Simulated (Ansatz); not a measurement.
**BiTe: equation of state with PBE**

BiTe:

```
Bi Te
1.0
     2.42271    1.39875    3.31729
    -2.42271    1.39875    3.31729
     0.00000   -2.79750    3.31729
Bi Te
1 1
Direct
  0.50000 0.50000 0.50000
  0.00000 0.00000 0.00000
```

The cell comes from a database or a generator and needn't be the stable form of this composition.

- Program: Ansatz 0.2.0
- Task: equation of state
- Functional: PBE
- Potentials or basis: all-electron LAPW, scalar-relativistic
- Basis error allowed: 0.0005 eV/atom
- k mesh: 7 × 7 × 7
- Occupations: fermi-dirac, width 0.05 eV
- Spin: no spin polarisation

- Equilibrium volume: 33.84 Å³/atom
- Bulk modulus at fixed shape and positions: 48 GPa
- Pressure derivative of the bulk modulus: 4.5

Energy against volume, from the lowest point:
| volume (Å³/atom) | energy (meV/atom) |
| --- | --- |
| 31.701 | 22.71 |
| 32.376 | 10.21 |
| 33.050 | 2.82 |
| 33.725 | 0.00 |
| 34.399 | 1.28 |
| 35.074 | 6.22 |
| 35.748 | 14.45 |

All runs of the series together: 110 s on 1 thread of Arm Neoverse V2, on a shared host.

Caveat: the cell was scaled at fixed shape and fractional positions, which overstates the stiffness of a crystal with free parameters, most of all of layers and chains.
